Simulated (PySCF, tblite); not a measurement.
# C₉H₁₄: geometry, infrared bands and NMR shifts

Aim: predict the infrared bands and NMR shifts of C₉H₁₄ (`CC#C/C(C)=C(\C)CC`).

Computed with tblite 0.8.0 and PySCF 2.14.0, with density-fitted response routines of our own, on a single molecule in the gas phase. Atoms count from 0, in the outputs and in this text.

**1. The molecule as given**

23 atoms, charge 0, multiplicity 1; geometry from: force field or distance geometry start.

Bonds of the start (Å): C0–C1 1.45, C1–C2 1.25, C2–C3 1.45, C3–C4 1.49, C3–C5 1.29, C5–C6 1.52, C5–C7 1.47, C7–C8 1.48, C0–H9 1.11, C0–H10 1.12, C0–H11 1.11, C4–H12 1.15, C4–H13 1.11, C4–H14 1.10, C6–H15 1.11, C6–H16 1.09, C6–H17 1.10, C7–H18 1.14, C7–H19 1.15, C8–H20 1.12, C8–H21 1.15, C8–H22 1.09.

**2. Geometry optimisation with GFN2-xTB**

Job settings and geometry (Å):

```
{"job": {"kind": "relax", "xc": "GFN2-xTB", "basis": "xTB"}, "charge": 0, "multiplicity": 1}
C     -4.085500     0.206900    -0.770300
C     -2.702300     0.149700    -0.351200
C     -1.514500     0.067500     0.014800
C     -0.135300    -0.011300     0.447300
C      0.061400    -0.152200     1.922400
C      0.804900     0.026200    -0.442100
C      0.337500     0.176500    -1.881500
C      2.260200    -0.046300    -0.257900
C      2.841500    -0.236500     1.086000
H     -4.409300     1.252000    -0.975600
H     -4.788900    -0.148500     0.028500
H     -4.154900    -0.427800    -1.683700
H     -0.952200     0.167200     2.357900
H      0.150700    -1.204700     2.263000
H      0.778200     0.555100     2.352600
H      1.107900     0.828700    -2.340700
H     -0.602000     0.734000    -1.918300
H      0.306800    -0.814400    -2.367500
H      2.742100     0.861000    -0.751900
H      2.679200    -0.882000    -0.930000
H      2.940200     0.747900     1.603700
H      3.940800    -0.527100     0.919500
H      2.388700    -1.022000     1.685100
```

Run with:

```sh
> OMP_NUM_THREADS=1 python probes_run.py task.json out
```

This one command runs all jobs of the session in turn.

**Question.** This job is followed by: GFN2-xTB harmonic vibrations, gas phase; GIAO PBE0/pcSseg-1 NMR shielding, non-relativistic, gas phase. Predict these results of the whole session: strongest single infrared mode (GFN2-xTB); zero-point energy (GFN2-xTB); 13C shifts against TMS (PBE0/pcSseg-1); 1H shifts against TMS (PBE0/pcSseg-1, means over atoms taken as alike); surface potential, 1st and 99th percentile.

The runs gave:

| quantity | value |
| --- | --- |
| strongest single infrared mode (GFN2-xTB) | 3026 cm⁻¹, 63 km/mol |
| zero-point energy (GFN2-xTB) | 124.7 kcal/mol |
| 13C shifts against TMS (PBE0/pcSseg-1) | 152.9, 119.1, 96.9, 88.1, 30.9, 25.8, 21.2, 14.5, 5.8 ppm |
| 1H shifts against TMS (PBE0/pcSseg-1, means over atoms taken as alike) | 2.22, 2.15, 2.13, 1.91, 0.95 ppm |
| surface potential, 1st and 99th percentile | -1.01 V and 0.72 V |

In words: The optimisation took 189 steps and gained 1.007 eV; among the close pairs (by a distance rule), C8–H21 changed most, from 1.149 to 1.088 Å. The lowest mode is slightly imaginary (17i cm⁻¹), a soft motion within the noise of the Hessian, so the minimum is not strictly shown. Unscaled tight-binding wavenumbers are off by several per cent, some by more. Its intensities can rank the bands wrongly. At PBE0/pcSseg-1: Shielding is most anisotropic at C2 (span 277 ppm, paramagnetic term -152 ppm).
